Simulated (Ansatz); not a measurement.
OsRu, space group P-6m2: an equation of state with a fit, run with the Python package of Ansatz (0.2.0).

Script `osru_eos.py`:
```python
'''Equation of state of OsRu.'''

import ansatz
import numpy as np

vectors0 = np.array([
    [2.72701046, 0.0, 0.0],
    [-1.36350523, 2.36166033, 0.0],
    [0.0, 0.0, 4.30032006],
])
sites = [
    ('Ru', [1 / 3, 2 / 3, 0.0]),
    ('Os', [2 / 3, 1 / 3, 0.5]),
]


def build(cell):
    crystal = ansatz.Crystal(lattice=ansatz.Lattice.of(cell))
    for symbol, position in sites:
        crystal = crystal.atom(symbol, position)
    return crystal

# uniform scaling of the cell
volumes, energies, pressures = [], [], []
for scale in np.linspace(0.88, 1.12, 7):
    cell = vectors0 * scale ** (1 / 3)
    model = (
        build(cell).calculation()
        .functional(ansatz.Functional.PBESOL)
        .occupations('Methfessel-Paxton')  # fractional filling near the Fermi level
        .basis(500)  # plane waves up to this kinetic energy
        .kpoints(12, 12, 7)  # the mesh must be finer for metals
        .stress()
    )
    summary = model.run(threads=1, pin='off').report
    volumes.append(abs(np.linalg.det(cell)) / len(sites))
    energies.append(summary['free_energy_ev'] / len(sites))
    pressures.append(np.trace(summary['stress_gpa']) / 3)
    print(f'V = {volumes[-1]:8.4f} A^3/atom  F = {energies[-1]:.5f} eV/atom  P = {pressures[-1]:8.3f} GPa')

# third-order Birch-Murnaghan: a cubic in V^(-2/3)
x = np.array(volumes) ** (-2 / 3)
poly = np.polynomial.Polynomial.fit(x, energies, 3).convert()
roots = poly.deriv().roots()
x0 = min((r.real for r in roots if abs(r.imag) < 1e-9 and poly.deriv(2)(r.real) > 0), key=lambda r: abs(r - x.mean()))
v0 = x0 ** -1.5
b0 = 4 / 9 * poly.deriv(2)(x0) * v0 ** (-7 / 3) * 160.21766
b1 = 4 + 2 / 3 * x0 * poly.deriv(3)(x0) / poly.deriv(2)(x0)
print(f'V0 = {v0:.4f} A^3/atom, B0 = {b0:.1f} GPa, dB/dP = {b1:.2f}')
```

From its runs, with one value withheld:

| V (Å³/atom) | F less the lowest row shown (meV/atom) |
| --- | --- |
| 12.186 | 212.26 |
| 12.740 | 66.45 |
| 13.294 | 0.00 |
| 13.848 | ? |
| 14.402 | 42.26 |
| 14.955 | 127.37 |
| 15.509 | 243.20 |

What is the missing energy at 13.848 Å³ an atom?

A third-order Birch-Murnaghan fit, E = E0 + (9 V0 B0 / 16) [(t - 1)³ B' + (t - 1)² (6 - 4t)] with t = (V0/V)^(2/3), through the 6 rows shown gives V0 = 13.602 Å³, B0 = 388.8 GPa, B' = 4.78 and E0 = -8.81 meV. At V = 13.848 Å³, t = 0.98813, and the fit interpolates to -3.61 meV. The run gave -3.69 meV, a miss of 0.09 meV.

Caveats:
- Spin is left out of this run.
- Shape and fractional positions are held along the curve, so the bulk modulus is an upper value where they are free to relax.
- The mesh is modest for a metal, so energies can be off by several to tens of meV an atom and pressures by half a GPa or more; differences at equal mesh fare better.
- Pressure is positive in compression.
- Spin-orbit coupling, which matters for elements this heavy, is left out.
- At these settings the cell as given stands under about -7 GPa, so it isn't at this functional's equilibrium volume.
- This cell is a computed structure, which may not be the phase found in nature.
- Hardware and time: 30 s on 1 thread of Arm Neoverse V1 (shared host), peak memory 0.43 GiB.
